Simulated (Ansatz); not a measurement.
# C7H12: taking an electron away

An exercise on one series of results from a longer session: the logs are not shown, and one member is left open.

Method: unrestricted cation, the program's frozen cores in correlated methods; program: Ansatz 0.2.0, Gaussian basis.

Plan: UKS PBE-D4/def2-TZVPP; UKS r2SCAN-D4/def2-TZVPP; UKS PBE0-D4/def2-TZVPP; UKS B3LYP-D4/def2-TZVPP; UKS wB97X-V/def2-TZVPP; UKS wB97M-V/def2-TZVPP; UKS B2PLYP/def2-TZVPP; UHF-CCSD(T)/def2-TZVPP; UHF-MP2/def2-QZVPP; extrapolation to the limit; then −ε(HOMO) from the neutral's earlier runs with LDA (SPW92), PBE-D4, revPBE-D4, BLYP-D4, r2SCAN-D4, B97M-V, PBE0-D4, B3LYP-D4, r2SCANh-D4, r2SCAN0-D4, HSE06-D4, BHLYP-D4, CAM-B3LYP-D4, LC-ωPBE, ωB97X-V, ωB97M-V.

## The relaxed structure

The geometry comes from an earlier relaxation with PBE0-D4 in a triple-zeta def2 set; it is a stationary point, not always the lowest conformer.

SMILES `C1C[C@H]2CC[C@@H]1C2`, 19 atoms, charge 0, spin multiplicity 1.

Atoms are counted from 1 here; the program's logs count them from 0.

Bond lengths: C1–C2 1.551 Å, C1–C6 1.533 Å, C1–H8 1.093 Å, C1–H9 1.093 Å, C2–C3 1.533 Å, C2–H10 1.093 Å, C2–H11 1.093 Å, C3–C4 1.533 Å, C3–C7 1.532 Å, C3–H12 1.091 Å, C4–C5 1.551 Å, C4–H13 1.093 Å, C4–H14 1.093 Å, C5–C6 1.533 Å, C5–H15 1.093 Å, C5–H16 1.093 Å, C6–C7 1.532 Å, C6–H17 1.091 Å and more. Angles: C2–C1–C6 103.1°, C2–C1–H8 112.8°, C2–C1–H9 111.1°, C6–C1–H8 111.9°, C6–C1–H9 110.8°, H8–C1–H9 107.2°, C1–C2–C3 103.1°, C1–C2–H10 111.1°, C1–C2–H11 112.8°, C3–C2–H10 110.8°, C3–C2–H11 111.9°, H10–C2–H11 107.2°, C2–C3–C4 108.3°, C2–C3–C7 101.5°, C2–C3–H12 113.9°, C4–C3–C7 101.5°, C4–C3–H12 113.9°, C7–C3–H12 116.3° and more.

The first run:

The input, in.yaml:

```yaml
crystal:
  periodic: [false, false, false]
  atoms:
    - {symbol: C, position_ang: [-0.622079, 1.386867, -0.227244]}
    - {symbol: C, position_ang: [0.626486, 0.947393, -1.035470]}
    - {symbol: C, position_ang: [1.106004, -0.300430, -0.284726]}
    - {symbol: C, position_ang: [0.106107, -1.433346, -0.544322]}
    - {symbol: C, position_ang: [-1.142221, -0.993850, 0.264259]}
    - {symbol: C, position_ang: [-0.703337, 0.336700, 0.886860]}
    - {symbol: C, position_ang: [0.779022, 0.070173, 1.164922]}
    - {symbol: H, position_ang: [-1.531561, 1.409122, -0.832298]}
    - {symbol: H, position_ang: [-0.486946, 2.387346, 0.191160]}
    - {symbol: H, position_ang: [1.394124, 1.725167, -1.026120]}
    - {symbol: H, position_ang: [0.398474, 0.730109, -2.081671]}
    - {symbol: H, position_ang: [2.142765, -0.569810, -0.492018]}
    - {symbol: H, position_ang: [-0.101628, -1.556237, -1.609914]}
    - {symbol: H, position_ang: [0.495548, -2.386573, -0.178296]}
    - {symbol: H, position_ang: [-2.031291, -0.877191, -0.359986]}
    - {symbol: H, position_ang: [-1.384815, -1.724330, 1.040039]}
    - {symbol: H, position_ang: [-1.307010, 0.645092, 1.741778]}
    - {symbol: H, position_ang: [0.944788, -0.751004, 1.867539]}
    - {symbol: H, position_ang: [1.317561, 0.954793, 1.515497]}
basis:
  gaussian: {orbitals: def2-TZVPP}
total_charge: 1
magnetization: {spin_polarized: true, initial_magnetization: 1}
hamiltonian: {xc: pbe, dispersion: d4}
```

Launch:

```sh
> ansatz run in.yaml --threads 2 --pin off --events-out ev --progress --plain --max-ram 32768MiB --backend cuda --devices 0, --max-vram 18GiB
```

Among the steps run: Cation, UKS PBE-D4/def2-TZVPP; Cation, UKS r2SCAN-D4/def2-TZVPP; Cation, UKS PBE0-D4/def2-TZVPP; Cation, UKS B3LYP-D4/def2-TZVPP; Cation, UKS wB97X-V/def2-TZVPP; Cation, UKS wB97M-V/def2-TZVPP; Cation, UKS B2PLYP (frozen core)/def2-TZVPP; Cation, UHF-CCSD(T)/def2-TZVPP; Cation, UHF-MP2/def2-QZVPP.

One table of the session follows, with a row left open; its other results are not shown here.

Orbital estimates, from the neutral's runs:

```
  functional  −ε(HOMO) (eV)
 LDA (SPW92)              ?
      PBE-D4           6.76
   revPBE-D4           6.72
     BLYP-D4           6.69
   r2SCAN-D4           7.00
      B97M-V           7.16
     PBE0-D4           8.08
    B3LYP-D4           7.91
  r2SCANh-D4           7.49
  r2SCAN0-D4           8.24
    HSE06-D4           7.67
    BHLYP-D4           9.37
CAM-B3LYP-D4           9.49
     LC-ωPBE          10.81
     ωB97X-V          10.49
     ωB97M-V          10.37
```

Q: Estimate the row for LDA (SPW92) from the others.

The run gave: −ε(HOMO) (eV): 6.81. In the column «−ε(HOMO) (eV)» it lies between PBE-D4 (6.76) and r2SCAN-D4 (7.00).
